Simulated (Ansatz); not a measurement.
This script drives the Ansatz DFT code, driven from Python.

`methods_c2h3brge.py`:
```python
from pathlib import Path

import ansatz
from ase import Atoms
import numpy as np

atoms = Atoms(['C', 'C', 'Ge', 'Br', 'H', 'H', 'H'], positions=[
    (1.9006, 0.225, 0.7405),
    (0.7824, 0.0369, 0.3323),
    (-0.9747, -0.2579, -0.3094),
    (-1.6702, 1.5945, -1.5352),
    (2.8826, 0.3902, 1.0989),
    (-1.9324, -0.4743, 0.89),
    (-0.9884, -1.5143, -1.2171),
])
c2h3brge = ansatz.Crystal.molecule_from_ase(atoms)

job = c2h3brge.calculation().basis(gaussian='def2-SVP')

print('functional    E (Ha)        dipole (D)   HOMO (eV)  LUMO (eV)')
for name in ['hf', 'lda', 'revpbe', 'pbe0', 'hse06']:
    data = job.functional(name).forces().orbitals().run(threads=1, runs_dir='runs').report
    lines = Path(data['orbitals_path']).read_text().splitlines()
    field_of = lambda key: [line.split('=')[1].strip() for line in lines if line.startswith(key)]
    orbitals = [(27.211386 * float(e), s, float(n)) for e, s, n in zip(field_of('Ene='), field_of('Spin='), field_of('Occup='))]
    homo = max(e for e, _, n in orbitals if n > 0.5)
    lumo = min(e for e, _, n in orbitals if n < 0.5)
    dipole = 4.803205 * np.linalg.norm(data['charge_distribution']['dipole_moment_e_ang'])
    print(f'{name:10s} {data["free_energy_ev"] / 27.211386246:14.6f} {dipole:9.3f} {homo:11.3f} {lumo:10.3f}')
```

It is started by `python methods_c2h3brge.py`. Estimate its wall time and peak memory on 1 thread of Arm Neoverse V1, with other jobs on the host.

It took about 19 s, with a peak of 0.33 GiB, for 5 runs of the engine.

```console
$ python methods_c2h3brge.py
functional    E (Ha)        dipole (D)   HOMO (eV)  LUMO (eV)
hf           -4724.608465     2.080     -11.123      2.555
lda          -4721.047840     1.670      -6.970     -2.150
revpbe       -4728.107438     1.650      -6.859     -1.812
pbe0         -4727.852605     1.799      -8.202     -1.035
hse06        -4727.853421     1.796      -7.803     -1.411
```

Total energies depend on the basis set; only differences at equal settings carry meaning. The geometry is a force-field or estimated start, not a minimum of this method, and the basis set is short of its limit. A lower total doesn't mark the better method: functionals have no common bound, and MP2 and coupled cluster aren't variational. Levels such as HOMO and LUMO are orbital energies: with these approximate functionals they aren't the ionisation energy and electron affinity, and their gap isn't the fundamental gap. hse06 follows the composition of plane-wave codes, whose totals differ by tens of mHa, up to about 0.1 Ha, from the form usual in Gaussian-basis programs (wpbeh).
